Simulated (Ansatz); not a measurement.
# C2HClFIn (SMILES C#[C][In]([F])[Cl]) at RPA@PBE/def2-SVP (core potential)

What is the vertical singlet–triplet gap of C2HClFIn at RPA@PBE/def2-SVP (core potential)? 

Program for the calculation: Ansatz 0.2.0.

117 further runs of the same task are left out: 1 that didn't finish, 116 set aside as unsound or not needed.

**1. The system as given**

C2HClFIn has 6 atoms, charge 0, and is taken as a singlet. As SMILES, `C#[C][In]([F])[Cl]`. Geometry: relaxed at PBE0-D4/def2-TZVP.

Bond lengths: C1–C2 1.206 Å, C2–In3 2.048 Å, In3–F4 1.933 Å, In3–Cl5 2.293 Å, C1–H6 1.067 Å. Angles: C1–C2–In3 179.4°, C2–In3–F4 120.7°, C2–In3–Cl5 127.6°, F4–In3–Cl5 111.7°, C2–C1–H6 179.8°.

**2. A single-point energy at RPA@PBE/def2-SVP (core potential)**

run.yaml reads:

```yaml
crystal:
  periodic: [false, false, false]
  atoms:
    - {symbol: C, position_ang: [1.088300, 0.340300, 1.700800]}
    - {symbol: C, position_ang: [0.438900, 0.120100, 0.708700]}
    - {symbol: In, position_ang: [-0.655800, -0.235700, -0.984700]}
    - {symbol: F, position_ang: [-1.773600, -1.806600, -1.123700]}
    - {symbol: Cl, position_ang: [-0.759200, 1.049500, -2.880900]}
    - {symbol: H, position_ang: [1.661500, 0.532400, 2.579900]}
basis:
  gaussian:
    orbitals: def2-SVP
hamiltonian:
  xc: {name: PBE}
correlation:
  method: rpa
  frozen_orbitals: {C: 1, Cl: 5, F: 1, H: 0, In: 4}
accuracy: high
```

On the command line:

```
$ ansatz run run.yaml --threads 1 --pin off --max-ram 3480MiB --events-out events.jsonl --progress --plain --runs-dir runs
```

Log:

```text
Warning: RAYON_NUM_THREADS=1 ignored (pool sized by the plan → 1); use --threads N
Functional definition: PBE
  name "PBE"
  parameter kappa = 0.804
  parameter beta = 0.06672455060314922
  exchange = pbe_x(kappa = kappa, mu = beta*pi^2/3)
  correlation = pbe_c(beta = beta)
1941 factors; integrals over basis functions are off by at most 3.4e-9 eV
mean field evaluation 1: about -22475.9934 eV, gradient 6.1e1 eV
mean field evaluation 2: about -22475.9815 eV, gradient 6.2e1 eV
mean field evaluation 4: about -22482.5603 eV, gradient 3.3e1 eV
mean field evaluation 8: about -22485.3195 eV, gradient 6.3e-1 eV
mean field evaluation 16: about -22485.3164 eV, gradient 2.4e-4 eV
mean field evaluation 32: about -22461.5935 eV, gradient 6.9e1 eV
mean field -22485.31638791 eV, -826.3201361609 hartree, gradient 3.0e-8 eV, S^2 0.000000; 2 other end points of the search recorded, 0 dependent functions left out
12 core orbitals not correlated: weight in the atoms' cores, before any rotation towards them, 1.000 or more for the frozen orbitals, at most 0.000 for the correlated occupied ones
reference -22425.85554745 eV, -824.1349905779 hartree; 18, 18 occupied and 61, 61 virtual orbitals, 1941 factors
Total energy: -22453.02220084 eV, -825.1333466757 hartree
```

Wall time 15 s (1 thread of Arm Neoverse V2, shared host); peak memory 0.39 GiB.

**3. The triplet**

input.yaml reads:

```yaml
basis:
  gaussian:
    orbitals: def2-SVP
crystal:
  periodic: [false, false, false]
  atoms:
    - {symbol: C, position_ang: [1.088300, 0.340300, 1.700800]}
    - {symbol: C, position_ang: [0.438900, 0.120100, 0.708700]}
    - {symbol: In, position_ang: [-0.655800, -0.235700, -0.984700]}
    - {symbol: F, position_ang: [-1.773600, -1.806600, -1.123700]}
    - {symbol: Cl, position_ang: [-0.759200, 1.049500, -2.880900]}
    - {symbol: H, position_ang: [1.661500, 0.532400, 2.579900]}
magnetization:
  spin_polarized: true
  initial_magnetization: 2
hamiltonian:
  xc: {name: PBE}
correlation:
  method: rpa
  frozen_orbitals: {C: 1, Cl: 5, F: 1, H: 0, In: 4}
accuracy: high
```

On the command line:

```
$ ansatz run input.yaml --threads 1 --pin off --max-ram 3480MiB --events-out events.jsonl --progress --plain --runs-dir runs
```

Log (excerpt; [...] marks lines left out):

```text
Warning: RAYON_NUM_THREADS=1 ignored (pool sized by the plan → 1); use --threads N
Functional definition: PBE
  name "PBE"
[...]
1941 factors; integrals over basis functions are off by at most 3.4e-9 eV
[...]
mean field -22480.45920366 eV, -826.1416379318 hartree, gradient 6.4e-8 eV, S^2 2.003454; 11 other end points of the search recorded, 0 dependent functions left out
12 core orbitals not correlated: weight in the atoms' cores, before any rotation towards them, 1.000 or more for the frozen orbitals, at most 0.000 for the correlated occupied ones
reference -22420.46303047 eV, -823.9368192340 hartree; 19, 17 occupied and 60, 62 virtual orbitals, 1941 factors
Total energy: -22447.97220391 eV, -824.9477627116 hartree
```

Run time: 1.9 min. Hardware: 1 thread of Arm Neoverse V2, shared host; peak memory 0.57 GiB.

**4. Summary of results**

At RPA@PBE/def2-SVP (core potential), 12 core orbitals frozen:

| quantity | value |
| --- | --- |
| singlet: total energy | -825.13335 Eh |
| singlet: RPA correlation energy (valence) | -998.4 mEh |
| triplet: total energy | -824.94776 Eh |
| triplet: RPA correlation energy (valence) | -1010.9 mEh |
| triplet: ⟨S²⟩ of the reference determinant | 2.003 |
| vertical energy of the triplet above the singlet | 5.050 eV |

**Reading.** At this shape the triplet lies 5.05 eV (487 kJ/mol) above the singlet.
